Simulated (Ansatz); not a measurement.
**C₂H₆BN: small, medium and large basis sets**

Aim: see how fast density functionals and correlated methods converge with the basis set for C₂H₆BN.

Method: one geometry, several basis sets; program: Ansatz 0.2.0, Gaussian basis.

Levels to be run: PBE0-D4/def2-SVP; ωB97M-V/def2-SVP; PBE0-D4/def2-QZVPP; ωB97M-V/def2-QZVPP; CCSD(T)/cc-pV(D+d)Z; CCSD(T)/cc-pV(T+d)Z; CCSD(T)/cc-pV(Q+d)Z; the functionals' def2-TZVPP values are taken from earlier runs.

## 1. Structure used throughout

The geometry comes from an earlier relaxation with PBE0-D4 in a triple-zeta def2 set; it is a stationary point, not always the lowest conformer.

SMILES `[BH3-][N+]#CC`, 10 atoms, charge 0, spin multiplicity 1.

Atoms are counted from 1 here; the program's logs count them from 0.

Bond lengths: B1–N2 1.536 Å, B1–H5 1.211 Å, B1–H6 1.211 Å, B1–H7 1.211 Å, N2–C3 1.142 Å, C3–C4 1.443 Å, C4–H8 1.091 Å, C4–H9 1.091 Å, C4–H10 1.091 Å. Angles: N2–B1–H5 105.7°, N2–B1–H6 105.7°, N2–B1–H7 105.7°, H5–B1–H6 112.9°, H5–B1–H7 112.9°, H6–B1–H7 112.9°, B1–N2–C3 180.0°, N2–C3–C4 179.9°, C3–C4–H8 109.9°, C3–C4–H9 109.9°, C3–C4–H10 109.9°, H8–C4–H9 109.1°, H8–C4–H10 109.1°, H9–C4–H10 109.1°.

Geometry (Å):

```csv
atom,x (Å),y (Å),z (Å)
B1,-1.0475,1.3025,-1.2295
N2,-0.2699,0.3377,-0.3222
C3,0.3090,-0.3798,0.3525
C4,1.0418,-1.2850,1.2040
H5,-1.7559,0.6044,-1.9210
H6,-1.6763,2.0204,-0.4835
H7,-0.2094,1.9019,-1.8663
H8,2.0790,-1.3503,0.8704
H9,1.0207,-0.9246,2.2340
H10,0.5915,-2.2784,1.1646
```

## 2. PBE0-D4 in def2-SVP

Contents of in.yaml:

```yaml
crystal:
  periodic: [false, false, false]
  atoms:
    - {symbol: B, position_ang: [-1.047545, 1.302498, -1.229512]}
    - {symbol: N, position_ang: [-0.269852, 0.337689, -0.322211]}
    - {symbol: C, position_ang: [0.308993, -0.379754, 0.352475]}
    - {symbol: C, position_ang: [1.041813, -1.284963, 1.204009]}
    - {symbol: H, position_ang: [-1.755872, 0.604439, -1.921050]}
    - {symbol: H, position_ang: [-1.676272, 2.020412, -0.483470]}
    - {symbol: H, position_ang: [-0.209392, 1.901902, -1.866314]}
    - {symbol: H, position_ang: [2.078954, -1.350323, 0.870418]}
    - {symbol: H, position_ang: [1.020682, -0.924631, 2.234022]}
    - {symbol: H, position_ang: [0.591490, -2.278370, 1.164634]}
basis:
  gaussian: {orbitals: def2-SVP}
hamiltonian: {xc: pbe0, dispersion: d4}
output: {orbitals: {seedname: orbitals}}
```

The run is started by

```
$ ansatz run in.yaml --threads 2 --pin off --events-out ev --progress --plain --max-ram 32768MiB --backend cpu
```

The program printed:

```text
Functional definition: PBE0
  name "PBE0"
  cite "Adamo & Barone, J. Chem. Phys. 110, 6158 (1999) doi:10.1063/1.478522"
  cite "Perdew, Burke & Ernzerhof, Phys. Rev. Lett. 77, 3865 (1996) doi:10.1103/PhysRevLett.77.3865"
  parent pbe
  parameter a = 0.25
  parameter kappa = 0.804
  parameter beta = 0.06672455060314922
  exchange = (1 - a)*pbe_x(kappa = kappa, mu = beta*pi^2/3) + a*exact_x
  correlation = pbe_c(beta = beta)
990 factors; their error is unknown
mean field evaluation 1: about -4323.7324 eV, gradient 4.3e1 eV
mean field evaluation 2: about -4319.0792 eV, gradient 6.5e1 eV
mean field evaluation 4: about -4328.6883 eV, gradient 2.1e0 eV
mean field evaluation 8: about -4328.6962 eV, gradient 3.0e-2 eV
mean field -4328.69691289 eV, -159.0766774524 hartree, gradient 4.9e-5 eV, S^2 0.000000; 0 other end points of the search recorded, 0 dependent functions left out
reference -4328.69694179 eV, -159.0766785145 hartree; 15, 15 occupied and 71, 71 virtual orbitals, 990 factors
Total energy: -4328.80898220 eV, -159.0807959238 hartree
```

Run time: 1.2 s. Hardware: 2 threads, shared host.

## 3. ωB97M-V in def2-SVP

in.yaml, as its differences from that of step 2:

```diff
@@ -15,3 +15,3 @@
   gaussian: {orbitals: def2-SVP}
-hamiltonian: {xc: pbe0, dispersion: d4}
+hamiltonian: {xc: {name: wB97M-V}}
 output: {orbitals: {seedname: orbitals}}
```

Launched as before.

The program printed, cut to the lines that bear on the results:

```text
Functional definition: wB97M-V
  name "wB97M-V"
  cite "Mardirossian & Head-Gordon, J. Chem. Phys. 144, 214110 (2016) doi:10.1063/1.4952647"
  cite "Becke, J. Chem. Phys. 107, 8554 (1997) doi:10.1063/1.475007"
  cite "Vydrov & Van Voorhis, J. Chem. Phys. 133, 244103 (2010) doi:10.1063/1.3521275"
  # Of w^i u^j: cxij and so on, Table III.
[...]
  gx(w, u) = 1 - cx + cx01*u + cx10*w
  gss(w, u) = css00 + css04*u^4 + css10*w + css20*w^2 + css43*w^4*u^3
  gos(w, u) = cos00 + cos10*w + (cos20 + cos21*u)*w^2 + (cos60 + cos61*u)*w^6
[...]
      + integral(e_c_pw_mod_opposite_spin*gos(b97_w_opposite, b97_u_opposite)) + vv10(b, c)
990 factors; their error is unknown
256 factors; integrals over basis functions are off by at most 1.1e-5 eV
[...]
mean field -4331.66775692 eV, -159.1858539570 hartree, gradient 4.2e-5 eV, S^2 0.000000; 0 other end points of the search recorded, 0 dependent functions left out
reference -4331.66779957 eV, -159.1858555242 hartree; 15, 15 occupied and 71, 71 virtual orbitals, 990 factors
Total energy: -4331.66779957 eV, -159.1858555242 hartree
```

Run time: 3.4 s. Hardware: 2 threads, shared host.

## 4. PBE0-D4 in def2-QZVPP

in.yaml, as its differences from that of step 3:

```diff
@@ -14,4 +14,4 @@
 basis:
-  gaussian: {orbitals: def2-SVP}
-hamiltonian: {xc: {name: wB97M-V}}
+  gaussian: {orbitals: "def2-QZVPP.json"}
+hamiltonian: {xc: pbe0, dispersion: d4}
 output: {orbitals: {seedname: orbitals}}
```

The run is started by

```
$ ansatz run in.yaml --threads 2 --pin off --events-out ev --progress --plain --max-ram 32768MiB --backend cuda --devices 0, --max-vram 18GiB
```

The program printed:

```text
Functional definition: PBE0
  name "PBE0"
  cite "Adamo & Barone, J. Chem. Phys. 110, 6158 (1999) doi:10.1063/1.478522"
  cite "Perdew, Burke & Ernzerhof, Phys. Rev. Lett. 77, 3865 (1996) doi:10.1103/PhysRevLett.77.3865"
  parent pbe
  parameter a = 0.25
  parameter kappa = 0.804
  parameter beta = 0.06672455060314922
  exchange = (1 - a)*pbe_x(kappa = kappa, mu = beta*pi^2/3) + a*exact_x
  correlation = pbe_c(beta = beta)
1094 factors; their error is unknown
mean field evaluation 1: about -4326.4820 eV, gradient 5.6e1 eV
mean field evaluation 2: about -4320.8516 eV, gradient 7.6e1 eV
mean field evaluation 4: about -4333.7068 eV, gradient 2.9e0 eV
mean field evaluation 8: about -4333.7237 eV, gradient 3.8e-2 eV
mean field evaluation 16: about -4333.7251 eV, gradient 1.7e-5 eV
mean field -4333.72505514 eV, -159.2614582722 hartree, gradient 1.7e-5 eV, S^2 0.000000; 0 other end points of the search recorded, 0 dependent functions left out
reference -4333.72509944 eV, -159.2614598999 hartree; 15, 15 occupied and 393, 393 virtual orbitals, 1094 factors
Total energy: -4333.83713985 eV, -159.2655773092 hartree
```

Run time: 3.6 s. Hardware: 1 × H100 (card shared with other runs) with 2 threads, shared host; peak host memory 0.89 GiB.

## 5. ωB97M-V in def2-QZVPP

in.yaml, as its differences from that of step 4:

```diff
@@ -15,3 +15,3 @@
   gaussian: {orbitals: "def2-QZVPP.json"}
-hamiltonian: {xc: pbe0, dispersion: d4}
+hamiltonian: {xc: {name: wB97M-V}}
 output: {orbitals: {seedname: orbitals}}
```

Same command.

The program printed, cut to the lines that bear on the results:

```text
Functional definition: wB97M-V
  name "wB97M-V"
  cite "Mardirossian & Head-Gordon, J. Chem. Phys. 144, 214110 (2016) doi:10.1063/1.4952647"
  cite "Becke, J. Chem. Phys. 107, 8554 (1997) doi:10.1063/1.475007"
  cite "Vydrov & Van Voorhis, J. Chem. Phys. 133, 244103 (2010) doi:10.1063/1.3521275"
  # Of w^i u^j: cxij and so on, Table III.
[...]
  gx(w, u) = 1 - cx + cx01*u + cx10*w
  gss(w, u) = css00 + css04*u^4 + css10*w + css20*w^2 + css43*w^4*u^3
  gos(w, u) = cos00 + cos10*w + (cos20 + cos21*u)*w^2 + (cos60 + cos61*u)*w^6
[...]
      + integral(e_c_pw_mod_opposite_spin*gos(b97_w_opposite, b97_u_opposite)) + vv10(b, c)
1094 factors; their error is unknown
334 factors; integrals over basis functions are off by at most 8.5e-6 eV
[...]
mean field -4336.97247059 eV, -159.3807985888 hartree, gradient 6.6e-5 eV, S^2 0.000000; 0 other end points of the search recorded, 0 dependent functions left out
reference -4336.97253900 eV, -159.3808011026 hartree; 15, 15 occupied and 393, 393 virtual orbitals, 1094 factors
Total energy: -4336.97253900 eV, -159.3808011026 hartree
```

Wall time 4.1 s (1 × H100 (card shared with other runs) with 2 threads, shared host); peak host memory 0.95 GiB.

## 6. Functionals by basis

The def2-TZVPP values come from earlier runs at the same geometry.

```csv
functional,basis,functions,energy (eV),from the largest (eV),HOMO (eV),LUMO (eV)
PBE0-D4,def2-SVP,86,-4328.8090,5.028,-7.58,-0.26
PBE0-D4,def2-TZVPP,208,-4333.5922,0.245,-7.66,-0.33
PBE0-D4,def2-QZVPP,408,-4333.8371,0.000,-7.67,-0.37
ωB97M-V,def2-SVP,86,-4331.6678,5.305,-9.74,1.91
ωB97M-V,def2-TZVPP,208,-4336.7453,0.227,-9.88,1.57
ωB97M-V,def2-QZVPP,408,-4336.9725,0.000,-9.88,0.85
```

## 7. CCSD(T) in cc-pV(D+d)Z

in.yaml, as its differences from that of step 5:

```diff
@@ -14,4 +14,3 @@
 basis:
-  gaussian: {orbitals: "def2-QZVPP.json"}
-hamiltonian: {xc: {name: wB97M-V}}
-output: {orbitals: {seedname: orbitals}}
+  gaussian: {orbitals: "cc-pV(D+d)Z.json"}
+correlation: {method: ccsd_t}
```

The run is started by

```
$ ansatz run in.yaml --threads 2 --pin off --events-out ev --progress --plain --max-ram 32768MiB --backend cpu
```

The program printed, cut to the lines that bear on the results:

```text
Functional definition: HF
  name "HF"
  cite "Fock, Z. Phys. 61, 126 (1930) doi:10.1007/BF01340294"
  parent pbe
[...]
789 factors; integrals over basis functions are off by at most 1.2e-3 eV
[...]
mean field -4308.64221652 eV, -158.3396809545 hartree, gradient 2.5e-6 eV, S^2 0.000000; 0 other end points of the search recorded, 0 dependent functions left out
4 core orbitals not correlated: weight in the atoms' cores, before any rotation towards them, 1.000 or more for the frozen orbitals, at most 0.000 for the correlated occupied ones
reference -4308.64221652 eV, -158.3396809545 hartree; 11, 11 occupied and 71, 71 virtual orbitals, 789 factors
second order -14.58470538 eV of doubles, -0.00000000 eV of singles
cycle   1  -15.07403356 eV  change   -4.9e-1 eV  update   9.9e-2
[...]
cycle  10  -15.68804070 eV  change    1.6e-5 eV  update   7.8e-6
perturbative correction -0.54484333 eV, -0.0200226232 hartree
Total energy: -4324.87510056 eV, -158.9362284398 hartree
```

Wall time 6 s (2 threads, shared host); peak memory 0.31 GiB.

## 8. CCSD(T) in cc-pV(T+d)Z

in.yaml, as its differences from that of step 7:

```diff
@@ -14,3 +14,4 @@
 basis:
-  gaussian: {orbitals: "cc-pV(D+d)Z.json"}
+  gaussian: {orbitals: "cc-pV(T+d)Z.json"}
 correlation: {method: ccsd_t}
+output: {orbitals: {seedname: orbitals}}
```

The run is started by

```
$ ansatz run in.yaml --threads 2 --pin off --events-out ev --progress --plain --max-ram 32768MiB --backend cuda --devices 0, --max-vram 18GiB
```

The program printed, cut to the lines that bear on the results:

```text
Functional definition: HF
  name "HF"
  cite "Fock, Z. Phys. 61, 126 (1930) doi:10.1007/BF01340294"
  parent pbe
[...]
1158 factors; integrals over basis functions are off by at most 1.1e-3 eV
[...]
mean field -4309.90642571 eV, -158.3861397853 hartree, gradient 1.4e-6 eV, S^2 0.000000; 0 other end points of the search recorded, 0 dependent functions left out
4 core orbitals not correlated: weight in the atoms' cores, before any rotation towards them, 1.000 or more for the frozen orbitals, at most 0.000 for the correlated occupied ones
reference -4309.90642571 eV, -158.3861397853 hartree; 11, 11 occupied and 189, 189 virtual orbitals, 1158 factors
second order -17.73891665 eV of doubles, -0.00000000 eV of singles
cycle   1  -17.91699929 eV  change   -1.8e-1 eV  update   1.0e-1
[...]
cycle  10  -18.57051977 eV  change    1.7e-5 eV  update   9.5e-6
perturbative correction -0.82039032 eV, -0.0301487882 hartree
Total energy: -4329.29733580 eV, -159.0987425874 hartree
```

Run time: 4.8 s. Hardware: 1 × H100 (card shared with other runs) with 2 threads, shared host; peak host memory 0.79 GiB.

## 9. CCSD(T) in cc-pV(Q+d)Z

in.yaml, as its differences from that of step 8:

```diff
@@ -14,4 +14,3 @@
 basis:
-  gaussian: {orbitals: "cc-pV(T+d)Z.json"}
+  gaussian: {orbitals: "cc-pV(Q+d)Z.json"}
 correlation: {method: ccsd_t}
-output: {orbitals: {seedname: orbitals}}
```

Launched as before.

The program printed, cut to the lines that bear on the results:

```text
Functional definition: HF
  name "HF"
  cite "Fock, Z. Phys. 61, 126 (1930) doi:10.1007/BF01340294"
  parent pbe
[...]
2324 factors; integrals over basis functions are off by at most 1.1e-3 eV
[...]
mean field -4310.18810813 eV, -158.3964914233 hartree, gradient 2.1e-6 eV, S^2 0.000000; 0 other end points of the search recorded, 0 dependent functions left out
4 core orbitals not correlated: weight in the atoms' cores, before any rotation towards them, 1.000 or more for the frozen orbitals, at most 0.000 for the correlated occupied ones
reference -4310.18810813 eV, -158.3964914233 hartree; 11, 11 occupied and 385, 385 virtual orbitals, 2324 factors
second order -18.83546625 eV of doubles, -0.00000000 eV of singles
cycle   1  -18.78197366 eV  change    5.3e-2 eV  update   1.1e-1
[...]
cycle  10  -19.45626197 eV  change    1.2e-5 eV  update   1.0e-5
perturbative correction -0.88916569 eV, -0.0326762363 hartree
Total energy: -4330.53353579 eV, -159.1441720991 hartree
```

Run time: 14 s. Hardware: 1 × H100 (card shared with other runs) with 2 threads, shared host; peak host memory 0.89 GiB.

Energy pieces by basis (eV):

```csv
basis,HF,MP2 correlation,CCSD correlation,(T),total
cc-pV(D+d)Z,-4308.6422,-14.5847,-15.6880,-0.5448,-4324.8751
cc-pV(T+d)Z,-4309.9064,-17.7389,-18.5705,-0.8204,-4329.2973
cc-pV(Q+d)Z,-4310.1881,-18.8355,-19.4563,-0.8892,-4330.5335
```

## 10. Extrapolating to the complete basis

No new run: Hartree-Fock is extrapolated as exp(−5.46√X) and correlation as X^−3.05, with X = 3 and 4.

```csv
level,energy at the limit (eV)
HF,-4310.2730
MP2,-4329.8891
CCSD,-4330.3598
CCSD(T),-4331.2979
```

```csv
basis,HF above its limit (eV),share of the MP2 correlation limit (%)
cc-pV(D+d)Z,1.631,74.4
cc-pV(T+d)Z,0.367,90.4
cc-pV(Q+d)Z,0.085,96.0
```

## 11. Results

```
                                                                 quantity          value
                                   MP2 correlation recovered, cc-pV(D+d)Z         74.4 %
                                   MP2 correlation recovered, cc-pV(T+d)Z         90.4 %
                                   MP2 correlation recovered, cc-pV(Q+d)Z         96.0 %
CCSD(T) limit from def2 sets (earlier runs) less the limit of this series         20 meV
                          PBE0-D4: double and triple zeta above quadruple  5.03, 0.24 eV
                          ωB97M-V: double and triple zeta above quadruple  5.30, 0.23 eV
```

In words: For PBE0-D4 the step from double to triple zeta gains 4.78 eV and the next only 0.24 eV. In cc-pV(D+d)Z MP2 holds 74 % of its limit, in cc-pV(Q+d)Z 96 %, while Hartree-Fock is within 0.085 eV in the largest set. A limit from the def2 sets, made apart, differs by 20 meV, a least measure of the doubt on such a limit. Total energies overstate the basis error of differences, where much of it tends to cancel. The LUMO of ωB97M-V is positive and keeps falling with the basis (1.91 to 0.85 eV): an unbound level that the basis holds in place.
